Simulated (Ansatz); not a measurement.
# Cu: elastic constants

Aim: the elastic tensor from the stress of slightly strained cells, and the moduli that follow. Runs: cell and atoms relaxed (PAW); reference run (PAW); ions clamped (PAW).

Computed with Ansatz 0.2.0 (DFT PBEsol, frozen-core PAW, scalar-relativistic unless said, unless a step's input says otherwise).

2 further runs of the same task are left out: 2 that didn't finish.

### Step 1. The structure to begin with

It takes space group P6_3/mmc (No. 194, hexagonal). Conventional cell: a = 2.534 Å, b = 2.534 Å, c = 4.113 Å, α = 90.00°, β = 90.00°, γ = 120.00°. Cu (site symmetry -6m2) is surrounded by 12 Cu at 2.52 to 2.53 Å.

As a file:

```xyz
2
Lattice="2.5341 0.0000 0.0000 -1.2670 2.1946 0.0000 0.0000 0.0000 4.1126" Properties=species:S:1:pos:R:3 pbc="T T T"
Cu    0.0000    1.4631    1.0281
Cu    1.2670    0.7315    3.0844
```

Cartesian axes are those of the input's lattice vectors. The structure goes back to a database entry.

### Step 2. Cell and atoms relaxed, PAW

File input.yaml:

```yaml
crystal:
  lattice:
    - [2.5340966698, 0.0, 0.0]
    - [-1.2670483349, 2.1945920917, 0.0]
    - [0.0, 0.0, 4.112571]
  atoms:
    - { symbol: Cu, position: [0.333333333333, 0.666666666667, 0.25] }
    - { symbol: Cu, position: [0.666666666667, 0.333333333333, 0.75] }
kpoints:
  mp_grid: { grid: [18, 18, 10] }
scf:
  occupations: { method: fermi_dirac, width: 0.05 }
hamiltonian:
  xc: pbesol
  pseudopotentials: { kind: paw }
relax:
  f_tol: 0.002
  max_steps: 80
  cell: {}
output:
  forces: true
  stress: true
```

On the command line:

```console
ansatz run input.yaml --threads 1 --pin off --max-ram 2560MiB --backend cpu --events-out ev --progress --plain --runs-dir out
```

### Step 3. Reference run, PAW

File input.yaml:

```yaml
crystal:
  lattice:
    - [2.52020149954, 0.0, 0.0]
    - [-1.26010074977, 2.18255852126, 0.0]
    - [0.0, 0.0, 4.11784368627]
  atoms:
    - { symbol: Cu, position: [0.333333333333, 0.666666666667, 0.25] }
    - { symbol: Cu, position: [0.666666666667, 0.333333333333, 0.75] }
kpoints:
  mp_grid: { grid: [18, 18, 10] }
scf:
  occupations: { method: fermi_dirac, width: 0.05 }
hamiltonian:
  xc: pbesol
  pseudopotentials: { kind: paw }
elastic:
  mode: relaxed_ion
  stencil: two_point
  amplitude: 0.005
```

### Step 4. Ions clamped, PAW

input.yaml, as its differences from that of step 3:

```diff
@@ -16,3 +16,3 @@
 elastic:
-  mode: relaxed_ion
+  mode: clamped_ion
   stencil: two_point
```

(Steps that only read results are left out.)

**Question.** What will these runs give? Wanted: C11; C12; C13; C33; C44; bulk, shear and Young's modulus; Debye temperature from sound speeds; universal anisotropy index.

**Answer**, as computed:

| quantity | value |
| --- | --- |
| C11 (PAW) | 235 GPa |
| C12 (PAW) | 161 GPa |
| C13 (PAW) | 102 GPa |
| C33 (PAW) | 296 GPa |
| C44 (PAW) | 34 GPa |
| bulk, shear and Young's modulus | 166, 44, 121 GPa |
| Debye temperature from sound speeds | 318 K |
| universal anisotropy index | 0.89 |

**Reading.** All eigenvalues are positive, so the crystal is mechanically stable; by PAW K = 166 and G = 44 GPa, K/G = 3.78, on the ductile side of Pugh's rough line at 1.75, which was drawn for metals. Young's modulus runs from 97 to 244 GPa with direction. Cautions: frozen-core PAW files fitted under PBE, their cores solved anew for the functional of the run; responses of metals move with mesh and smearing.
